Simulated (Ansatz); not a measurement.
BrClH₄Si₂, SMILES [SiH3][SiH](Cl)Br, a single point from an input written key by key

Program: the Python package of Ansatz (0.2.0).

Run as a notebook:

In [1]:
```python
import ansatz as az
import numpy as np
```

In [2]:
```python
DECK = """
crystal:
  periodic: [false, false, false]
  atoms:
    - { symbol: Si, position_ang: [-0.4042, 0.9786, 0.4557] }
    - { symbol: Si, position_ang: [0.487, -0.8657, -0.4705] }
    - { symbol: Cl, position_ang: [1.4259, -1.9715, 0.9446] }
    - { symbol: Br, position_ang: [-0.9798, -2.1251, -1.4271] }
    - { symbol: H, position_ang: [-1.1304, 1.8309, -0.6191] }
    - { symbol: H, position_ang: [-1.4633, 0.699, 1.482] }
    - { symbol: H, position_ang: [0.6084, 1.8904, 1.0811] }
    - { symbol: H, position_ang: [1.5485, -0.4936, -1.5025] }
basis:
  gaussian: { orbitals: def2-SVP }
hamiltonian:
  xc: hf
output:
  forces: true
"""
```

In [3]:
```python
session = az.Session.from_yaml(DECK)
rep = session.plan(threads=1).execute().report

print(f"E = {rep['free_energy_ev']:.6f} eV = {rep['free_energy_ev'] / 27.211386246:.7f} Ha")
print("converged:", rep["converged"], " doubts:", rep["published_state_doubts"] or "none")
symbols = ["Si", "Si", "Cl", "Br", "H", "H", "H", "H"]
state = rep["mean_field"]["state"]
print(f"mean field: {state['energy']['hartree']:.7f} Ha, <S^2> = {abs(state['spin_squared']):.4f}, stability: {state.get('stability', {}).get('kind')}")
```
```text
E = -98275.271605 eV = -3611.5496181 Ha
converged: True  doubts: none
mean field: -3611.5496181 Ha, <S^2> = 0.0000, stability: minimum
```

In [4]:
```python
print("forces (eV/A)")
for symbol, f in zip(symbols, rep["forces_ev_ang"]):
    print(f"  {symbol:2s} {f[0]:9.4f} {f[1]:9.4f} {f[2]:9.4f}")
charges = rep["charge_distribution"]
print("dipole moment", round(4.803205 * float(np.linalg.norm(charges["dipole_moment_e_ang"])), 3), "D")
print("Mulliken:", [(s, round(q, 3)) for s, q in zip(symbols, charges["mulliken_charges_e"])])
```
```text
forces (eV/A)
  Si   -1.7130    2.5370    0.3468
  Si    1.9729    0.2021   -1.3283
  Cl    0.5305   -0.5119    0.8511
  Br   -1.0483   -0.6678   -0.6707
  H     0.6248   -0.7304    0.5776
  H     0.3670   -0.2008   -0.1950
  H    -0.0130   -0.4099   -0.1599
  H    -0.7210   -0.2183    0.5784
dipole moment 1.089 D
Mulliken: [('Si', 0.371), ('Si', 0.698), ('Cl', -0.323), ('Br', -0.312), ('H', -0.115), ('H', -0.106), ('H', -0.11), ('H', -0.103)]
```

Caveats:
- Total energies depend on the basis set; only differences at equal settings carry meaning.
- The geometry is a force-field or estimated start, not a minimum of this method, and the basis set is short of its limit.
- It ran for 3.1 s on 1 thread of Arm Neoverse V1 (shared host), peak memory 0.27 GiB.
